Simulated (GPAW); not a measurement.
# ZnGaP (P-6m2) in GPAW: a series of runs

Aim: see how the results for ZnGaP move with the level of theory and the settings. Levels: PBEsol, PBEsol+D3(BJ), PBE. Tasks: relaxation of cell and atoms.

Everything below comes from runs of GPAW 26.7.0. Logs are shortened: lines on timing, memory, paths and dates and some standing lists are left out, and cuts for length are marked. The log counts tension as positive stress, the text compression.

### Step 1. Starting point

The structure is hexagonal, space group P-6m2 (No. 187). The conventional cell has a = 4.016 Å, b = 4.016 Å, c = 4.404 Å, α = 90.00°, β = 90.00°, γ = 120.00°. Zn (site symmetry -6m2) is surrounded by 3 P at 2.32 Å. Around Ga (site symmetry -6m2) lie 6 P at 3.20 Å and 6 Zn at 3.20 Å. P (site symmetry -6m2) has 3 Zn at 2.32 Å as nearest neighbours.

The cell was built by a generator and needn't be a form met in nature.

### Step 2. Relaxation of cell and atoms, PBEsol

Contents of run.py:

```python
from ase import Atoms
from ase.filters import FrechetCellFilter
from ase.io import write
from ase.optimize import BFGS
from gpaw import GPAW, PW, setup_paths

setup_paths.insert(0, '.')

atoms = Atoms(['Zn', 'Ga', 'P'],
              cell=[[4.015941706, 0.0, 0.0],
                    [-2.007970853, 3.4779075375, 0.0],
                    [0.0, 0.0, 4.4042]],
              scaled_positions=[[0.0, 0.0, 0.5],
                                [0.6666666667, 0.3333333333, 0.0],
                                [0.3333333333, 0.6666666667, 0.5]],
              pbc=True)

calc = GPAW(mode=PW(600),
            xc='PBEsol',
            kpts={'size': (8, 8, 6), 'gamma': True},
            occupations={'name': 'fermi-dirac', 'width': 0.05},
            nbands=20,
            convergence={'density': 1e-05, 'forces': 0.0001},
            maxiter=150,
            txt='gpaw.txt')
atoms.calc = calc
opt = BFGS(FrechetCellFilter(atoms), trajectory='relax.traj', logfile='-')
done = opt.run(fmax=0.02, steps=60)
calc.write('gs.gpw')
write('result.traj', atoms)
print('Converged:', done)
print('Cell:', atoms.cell.cellpar().round(4))
print('Volume:', round(atoms.get_volume(), 4))
print(atoms.get_scaled_positions().round(5))
```

Potentials or basis: PAW data sets generated in the run's folder for this functional, pw.

On the command line:

```
gpaw-setup -f PBEsol Ga P Zn
OMP_NUM_THREADS=1 python run.py
```

gpaw.txt:

```text
__  _  _
 | _ |_)|_||  |
 |__||  | ||/\| - 26.7.0

Input parameters:
  mode=PW(ecut=600.0),
  convergence={'density': 1e-05, 'forces': 0.0001},
  kpts=MonkhorstPack(size=(8, 8, 6), gamma=True),
  maxiter=150,
  nbands=20,
  occupations=Occupations(name='fermi-dirac', width=0.05),
  xc=XC(name='PBEsol')

Diagonalizing LCAO Hamiltonian
Converting LCAO to pw mode

         P
       Zn

             Ga

Atoms  # Å, Bohr magnetons
|   | symbol |         x |        y |        z |    initial magnetic moments |
|---|--------|-----------|----------|----------|-----------------------------|
| 0 |     Zn |  0.000000 | 0.000000 | 2.202100 | ( 0.0000,  0.0000,  0.0000) |
| 1 |     Ga |  2.007971 | 1.159303 | 0.000000 | ( 0.0000,  0.0000,  0.0000) |
| 2 |      P | -0.000000 | 2.318605 | 2.202100 | ( 0.0000,  0.0000,  0.0000) |

Unit cell  # Å
| periodic |         x |        y |        z |  lengths |     angles |
|----------|-----------|----------|----------|----------|------------|
|      yes |  4.015942 | 0.000000 | 0.000000 | 4.015942 |  90.000000 |
|      yes | -2.007971 | 3.477908 | 0.000000 | 4.015942 |  90.000000 |
|      yes |  0.000000 | 0.000000 | 4.404200 | 4.404200 | 120.000000 |

Number of symmetries: 12
Symmetry operations  # r_c * U_cc + t_c -> r_c
|    | kind |            matrix            |
|----|------|------------------------------|
|  0 |  σ   |  1, 1, 0,  0,-1, 0,  0, 0, 1 |
|  1 |  C2  |  1, 1, 0,  0,-1, 0,  0, 0,-1 |
|  2 |  E   |  1, 0, 0,  0, 1, 0,  0, 0, 1 |
|  3 |  σ   |  1, 0, 0,  0, 1, 0,  0, 0,-1 |
|  4 |  C3  |  0, 1, 0, -1,-1, 0,  0, 0, 1 |
|  5 |  S3  |  0, 1, 0, -1,-1, 0,  0, 0,-1 |
|  6 |  σ   |  0,-1, 0, -1, 0, 0,  0, 0, 1 |
|  7 |  C2  |  0,-1, 0, -1, 0, 0,  0, 0,-1 |
|  8 |  σ   | -1, 0, 0,  1, 1, 0,  0, 0, 1 |
|  9 |  C2  | -1, 0, 0,  1, 1, 0,  0, 0,-1 |
| 10 |  C3  | -1,-1, 0,  1, 0, 0,  0, 0, 1 |
| 11 |  S3  | -1,-1, 0,  1, 0, 0,  0, 0,-1 |
[... 215 lines left out ...]
No gap
No difference between direct/indirect transitions

Stress tensor  # eV/Ang^3
|        x |        y |        z |
|----------|----------|----------|
| 0.021335 | 0.000000 | 0.000000 |
| 0.000000 | 0.021335 | 0.000000 |
| 0.000000 | 0.000000 | 0.018553 |

Forces  # eV/Ang
|        x |       y |       z |
|----------|---------|---------|
|  0.00000 | 0.00000 | 0.00000 |  # Zn   0
| -0.00000 | 0.00000 | 0.00000 |  # Ga   1
|  0.00000 | 0.00000 | 0.00000 |  # P    2

Interpolating wave functions to new cell

         P
       Zn

             Ga

Atoms  # Å, Bohr magnetons
|   | symbol |         x |        y |        z |    initial magnetic moments |
|---|--------|-----------|----------|----------|-----------------------------|
| 0 |     Zn |  0.000000 | 0.000000 | 2.198114 | ( 0.0000,  0.0000,  0.0000) |
| 1 |     Ga |  2.003792 | 1.156890 | 0.000000 | ( 0.0000,  0.0000,  0.0000) |
| 2 |      P | -0.000000 | 2.313780 | 2.198114 | ( 0.0000,  0.0000,  0.0000) |

Unit cell  # Å
| periodic |         x |        y |        z |  lengths |     angles |
|----------|-----------|----------|----------|----------|------------|
|      yes |  4.007585 | 0.000000 | 0.000000 | 4.007585 |  90.000000 |
|      yes | -2.003792 | 3.470670 | 0.000000 | 4.007585 |  90.000000 |
|      yes |  0.000000 | 0.000000 | 4.396229 | 4.396229 | 120.000000 |

Number of symmetries: 12
Symmetry operations  # r_c * U_cc + t_c -> r_c
|    | kind |            matrix            |
|----|------|------------------------------|
|  0 |  σ   |  1, 1, 0,  0,-1, 0,  0, 0, 1 |
|  1 |  C2  |  1, 1, 0,  0,-1, 0,  0, 0,-1 |
|  2 |  E   |  1, 0, 0,  0, 1, 0,  0, 0, 1 |
|  3 |  σ   |  1, 0, 0,  0, 1, 0,  0, 0,-1 |
|  4 |  C3  |  0, 1, 0, -1,-1, 0,  0, 0, 1 |
|  5 |  S3  |  0, 1, 0, -1,-1, 0,  0, 0,-1 |
|  6 |  σ   |  0,-1, 0, -1, 0, 0,  0, 0, 1 |
|  7 |  C2  |  0,-1, 0, -1, 0, 0,  0, 0,-1 |
|  8 |  σ   | -1, 0, 0,  1, 1, 0,  0, 0, 1 |
|  9 |  C2  | -1, 0, 0,  1, 1, 0,  0, 0,-1 |
| 10 |  C3  | -1,-1, 0,  1, 0, 0,  0, 0, 1 |
| 11 |  S3  | -1,-1, 0,  1, 0, 0,  0, 0,-1 |
[... 232 lines left out ...]
         P
       Zn

             Ga

Atoms  # Å, Bohr magnetons
|   | symbol |         x |         y |         z |    initial magnetic moments |
|---|--------|-----------|-----------|-----------|-----------------------------|
| 0 |     Zn |  0.000000 | -0.000000 |  2.158540 | ( 0.0000,  0.0000,  0.0000) |
| 1 |     Ga |  1.965417 |  1.134734 | -0.000000 | ( 0.0000,  0.0000,  0.0000) |
| 2 |      P | -0.000000 |  2.269468 |  2.158540 | ( 0.0000,  0.0000,  0.0000) |

Unit cell  # Å
| periodic |         x |        y |         z |  lengths |     angles |
|----------|-----------|----------|-----------|----------|------------|
|      yes |  3.930834 | 0.000000 | -0.000000 | 3.930834 |  90.000000 |
|      yes | -1.965417 | 3.404202 |  0.000000 | 3.930834 |  90.000000 |
|      yes |  0.000000 | 0.000000 |  4.317079 | 4.317079 | 120.000000 |

Number of symmetries: 12
Symmetry operations  # r_c * U_cc + t_c -> r_c
|    | kind |            matrix            |
|----|------|------------------------------|
|  0 |  σ   |  1, 1, 0,  0,-1, 0,  0, 0, 1 |
|  1 |  C2  |  1, 1, 0,  0,-1, 0,  0, 0,-1 |
|  2 |  E   |  1, 0, 0,  0, 1, 0,  0, 0, 1 |
|  3 |  σ   |  1, 0, 0,  0, 1, 0,  0, 0,-1 |
|  4 |  C3  |  0, 1, 0, -1,-1, 0,  0, 0, 1 |
|  5 |  S3  |  0, 1, 0, -1,-1, 0,  0, 0,-1 |
|  6 |  σ   |  0,-1, 0, -1, 0, 0,  0, 0, 1 |
|  7 |  C2  |  0,-1, 0, -1, 0, 0,  0, 0,-1 |
|  8 |  σ   | -1, 0, 0,  1, 1, 0,  0, 0, 1 |
|  9 |  C2  | -1, 0, 0,  1, 1, 0,  0, 0,-1 |
| 10 |  C3  | -1,-1, 0,  1, 0, 0,  0, 0, 1 |
| 11 |  S3  | -1,-1, 0,  1, 0, 0,  0, 0,-1 |
[... 234 lines left out ...]
         P
       Zn

             Ga

Atoms  # Å, Bohr magnetons
|   | symbol |         x |        y |        z |    initial magnetic moments |
|---|--------|-----------|----------|----------|-----------------------------|
| 0 |     Zn |  0.000000 | 0.000000 | 2.157858 | ( 0.0000,  0.0000,  0.0000) |
| 1 |     Ga |  1.967547 | 1.135964 | 0.000000 | ( 0.0000,  0.0000,  0.0000) |
| 2 |      P | -0.000000 | 2.271927 | 2.157858 | ( 0.0000,  0.0000,  0.0000) |

Unit cell  # Å
| periodic |         x |         y |        z |  lengths |     angles |
|----------|-----------|-----------|----------|----------|------------|
|      yes |  3.935093 | -0.000000 | 0.000000 | 3.935093 |  90.000000 |
|      yes | -1.967547 |  3.407891 | 0.000000 | 3.935093 |  90.000000 |
|      yes |  0.000000 |  0.000000 | 4.315716 | 4.315716 | 120.000000 |

Number of symmetries: 12
Symmetry operations  # r_c * U_cc + t_c -> r_c
|    | kind |            matrix            |
|----|------|------------------------------|
|  0 |  σ   |  1, 1, 0,  0,-1, 0,  0, 0, 1 |
|  1 |  C2  |  1, 1, 0,  0,-1, 0,  0, 0,-1 |
|  2 |  E   |  1, 0, 0,  0, 1, 0,  0, 0, 1 |
|  3 |  σ   |  1, 0, 0,  0, 1, 0,  0, 0,-1 |
|  4 |  C3  |  0, 1, 0, -1,-1, 0,  0, 0, 1 |
|  5 |  S3  |  0, 1, 0, -1,-1, 0,  0, 0,-1 |
|  6 |  σ   |  0,-1, 0, -1, 0, 0,  0, 0, 1 |
|  7 |  C2  |  0,-1, 0, -1, 0, 0,  0, 0,-1 |
|  8 |  σ   | -1, 0, 0,  1, 1, 0,  0, 0, 1 |
|  9 |  C2  | -1, 0, 0,  1, 1, 0,  0, 0,-1 |
| 10 |  C3  | -1,-1, 0,  1, 0, 0,  0, 0, 1 |
| 11 |  S3  | -1,-1, 0,  1, 0, 0,  0, 0,-1 |
[... 212 lines left out ...]
No gap
No difference between direct/indirect transitions

Stress tensor  # eV/Ang^3
|         x |         y |        z |
|-----------|-----------|----------|
| -0.004531 |  0.000000 | 0.000000 |
|  0.000000 | -0.004531 | 0.000000 |
|  0.000000 |  0.000000 | 0.009852 |

Forces  # eV/Ang
|        x |       y |       z |
|----------|---------|---------|
|  0.00000 | 0.00000 | 0.00000 |  # Zn   0
| -0.00000 | 0.00000 | 0.00000 |  # Ga   1
| -0.00000 | 0.00000 | 0.00000 |  # P    2

Interpolating wave functions to new cell

         P
       Zn

             Ga

Atoms  # Å, Bohr magnetons
|   | symbol |         x |        y |         z |    initial magnetic moments |
|---|--------|-----------|----------|-----------|-----------------------------|
| 0 |     Zn |  0.000000 | 0.000000 |  2.142437 | ( 0.0000,  0.0000,  0.0000) |
| 1 |     Ga |  1.976756 | 1.141280 | -0.000000 | ( 0.0000,  0.0000,  0.0000) |
| 2 |      P | -0.000000 | 2.282561 |  2.142437 | ( 0.0000,  0.0000,  0.0000) |

Unit cell  # Å
| periodic |         x |         y |         z |  lengths |     angles |
|----------|-----------|-----------|-----------|----------|------------|
|      yes |  3.953511 | -0.000000 | -0.000000 | 3.953511 |  90.000000 |
|      yes | -1.976756 |  3.423841 | -0.000000 | 3.953511 |  90.000000 |
|      yes | -0.000000 |  0.000000 |  4.284875 | 4.284875 | 120.000000 |

Number of symmetries: 12
Symmetry operations  # r_c * U_cc + t_c -> r_c
|    | kind |            matrix            |
|----|------|------------------------------|
|  0 |  σ   |  1, 1, 0,  0,-1, 0,  0, 0, 1 |
|  1 |  C2  |  1, 1, 0,  0,-1, 0,  0, 0,-1 |
|  2 |  E   |  1, 0, 0,  0, 1, 0,  0, 0, 1 |
|  3 |  σ   |  1, 0, 0,  0, 1, 0,  0, 0,-1 |
|  4 |  C3  |  0, 1, 0, -1,-1, 0,  0, 0, 1 |
|  5 |  S3  |  0, 1, 0, -1,-1, 0,  0, 0,-1 |
|  6 |  σ   |  0,-1, 0, -1, 0, 0,  0, 0, 1 |
|  7 |  C2  |  0,-1, 0, -1, 0, 0,  0, 0,-1 |
|  8 |  σ   | -1, 0, 0,  1, 1, 0,  0, 0, 1 |
|  9 |  C2  | -1, 0, 0,  1, 1, 0,  0, 0,-1 |
| 10 |  C3  | -1,-1, 0,  1, 0, 0,  0, 0, 1 |
| 11 |  S3  | -1,-1, 0,  1, 0, 0,  0, 0,-1 |
[... 463 lines left out ...]
|          2 |        -2.515 |     2.000 |
|          3 |        -2.231 |     2.000 |
|          4 |        -2.053 |     2.000 |
|          5 |        -2.053 |     2.000 |
|          6 |         1.601 |     2.000 |
|          7 |         2.294 |     2.000 |
[... 8 lines left out ...]
|         16 |        14.010 |     0.000 |
|         17 |        15.262 |     0.000 |
|        ... |               |           |
|         19 |        15.830 |     0.000 |

No gap
No difference between direct/indirect transitions

Stress tensor  # eV/Ang^3
|         x |        y |        z |
|-----------|----------|----------|
|  0.003131 | 0.000000 | 0.000000 |
| -0.000000 | 0.003131 | 0.000000 |
| -0.000000 | 0.000000 | 0.004353 |

Forces  # eV/Ang
|        x |        y |        z |
|----------|----------|----------|
| -0.00000 |  0.00000 |  0.00000 |  # Zn   0
|  0.00000 | -0.00000 | -0.00000 |  # Ga   1
|  0.00000 | -0.00000 |  0.00000 |  # P    2

Interpolating wave functions to new cell

         P
       Zn

             Ga

Atoms  # Å, Bohr magnetons
|   | symbol |         x |         y |         z |    initial magnetic moments |
|---|--------|-----------|-----------|-----------|-----------------------------|
| 0 |     Zn |  0.000000 | -0.000000 |  2.098676 | ( 0.0000,  0.0000,  0.0000) |
| 1 |     Ga |  1.981308 |  1.143908 | -0.000000 | ( 0.0000,  0.0000,  0.0000) |
| 2 |      P | -0.000000 |  2.287817 |  2.098676 | ( 0.0000,  0.0000,  0.0000) |
[... 238 lines left out ...]
No gap
No difference between direct/indirect transitions

Stress tensor  # eV/Ang^3
|        x |        y |        z |
|----------|----------|----------|
| 0.001780 | 0.000000 | 0.000000 |
| 0.000000 | 0.001780 | 0.000000 |
| 0.000000 | 0.000000 | 0.000767 |

Forces  # eV/Ang
|       x |       y |        z |
|---------|---------|----------|
| 0.00000 | 0.00000 | -0.00000 |  # Zn   0
| 0.00000 | 0.00000 | -0.00000 |  # Ga   1
| 0.00000 | 0.00000 |  0.00000 |  # P    2

Interpolating wave functions to new cell

         P
       Zn

             Ga

Atoms  # Å, Bohr magnetons
|   | symbol |         x |         y |         z |    initial magnetic moments |
|---|--------|-----------|-----------|-----------|-----------------------------|
| 0 |     Zn |  0.000000 | -0.000000 |  2.095576 | ( 0.0000,  0.0000,  0.0000) |
| 1 |     Ga |  1.979543 |  1.142890 | -0.000000 | ( 0.0000,  0.0000,  0.0000) |
| 2 |      P | -0.000000 |  2.285779 |  2.095576 | ( 0.0000,  0.0000,  0.0000) |

Unit cell  # Å
| periodic |         x |         y |         z |  lengths |     angles |
|----------|-----------|-----------|-----------|----------|------------|
|      yes |  3.959085 | -0.000000 | -0.000000 | 3.959085 |  90.000000 |
|      yes | -1.979543 |  3.428669 | -0.000000 | 3.959085 |  90.000000 |
|      yes | -0.000000 | -0.000000 |  4.191153 | 4.191153 | 120.000000 |
[... 211 lines left out ...]
|          2 |        -2.424 |     2.000 |
|          3 |        -2.134 |     2.000 |
|          4 |        -1.953 |     2.000 |
|          5 |        -1.953 |     2.000 |
|          6 |         1.799 |     2.000 |
|          7 |         2.441 |     2.000 |
[... 8 lines left out ...]
|         16 |        14.256 |     0.000 |
|         17 |        15.423 |     0.000 |
|        ... |               |           |
|         19 |        16.058 |     0.000 |

No gap
No difference between direct/indirect transitions

Stress tensor  # eV/Ang^3
|        x |        y |         z |
|----------|----------|-----------|
| 0.000397 | 0.000000 |  0.000000 |
| 0.000000 | 0.000397 |  0.000000 |
| 0.000000 | 0.000000 | -0.000044 |

Forces  # eV/Ang
|        x |        y |       z |
|----------|----------|---------|
|  0.00000 | -0.00000 | 0.00000 |  # Zn   0
|  0.00000 |  0.00000 | 0.00000 |  # Ga   1
| -0.00000 | -0.00000 | 0.00000 |  # P    2

# Writing to gs.gpw (mode='')
```

Wall time 3.9 min (1 thread of Arm Neoverse V1, shared host); peak memory 0.37 GiB.

Results:

```
Free energy                            : -10.5220 eV
Relaxed volume                         : 18.96 Å³/atom
Relaxed cell                           : a = 3.959 Å, b = 3.959 Å, c = 4.191 Å, α = 90.00°, β = 90.00°, γ = 120.00°
Space group after relaxing (to 0.05 Å) : P-6m2 (No. 187)
Energy gained by relaxing              : 16.4 meV/atom
Ionic steps                            : 8
Pressure after relaxing                : 0.0 GPa
Band gap on the k mesh                 : none (metal or under the smearing width)
```

Step by step:
| step | energy change (eV) | largest force (eV/Å) | pressure (GPa) | volume (Å³) |
| --- | --- | --- | --- | --- |
| 1 | 0.0000 | 0.0000 | -3.27 | 61.51 |
| 2 | -0.0070 | 0.0000 | -2.98 | 61.15 |
| 3 | -0.0384 | 0.0000 | 0.12 | 57.77 |
| 4 | -0.0392 | 0.0000 | -0.04 | 57.88 |
| 5 | -0.0439 | 0.0000 | -0.54 | 58.00 |
| 6 | -0.0475 | 0.0000 | -0.57 | 57.63 |
| 7 | -0.0491 | 0.0000 | -0.23 | 57.08 |
| 8 | -0.0493 | 0.0000 | -0.04 | 56.89 |

Final structure:
```yaml
crystal:
  lattice:
    - [3.95909, 0.00000, 0.00000]
    - [-1.97954, 3.42867, 0.00000]
    - [0.00000, 0.00000, 4.19115]
  atoms:
    - { symbol: Zn, position: [0.00000, 0.00000, 0.50000] }
    - { symbol: Ga, position: [0.66667, 0.33333, 0.00000] }
    - { symbol: P, position: [0.33333, 0.66667, 0.50000] }
```

Levels at points of the mesh, in eV from the Fermi level:
```
           k point  band 8  band 9  band 10  band 11  band 12  band 13
(0.00, 0.00, 0.00)   -3.01   -0.77    -0.77     2.14     2.24     2.24
(0.00, 0.00, 0.50)   -0.54   -0.54     1.03     1.86     4.15     4.15
(0.50, 0.50, 0.00)   -2.95   -2.39    -0.79     1.62     1.65     2.70
(0.50, 0.50, 0.50)   -4.69   -3.61    -2.31     0.95     1.98     2.47
```

Caveat: the data sets keep Ga 3d, Li 1s and Be 1s frozen, and some such compounds lay over 1.5 % in volume off other programs; later steps reuse the first step's grids.

(Continued in part 2 of 3.)
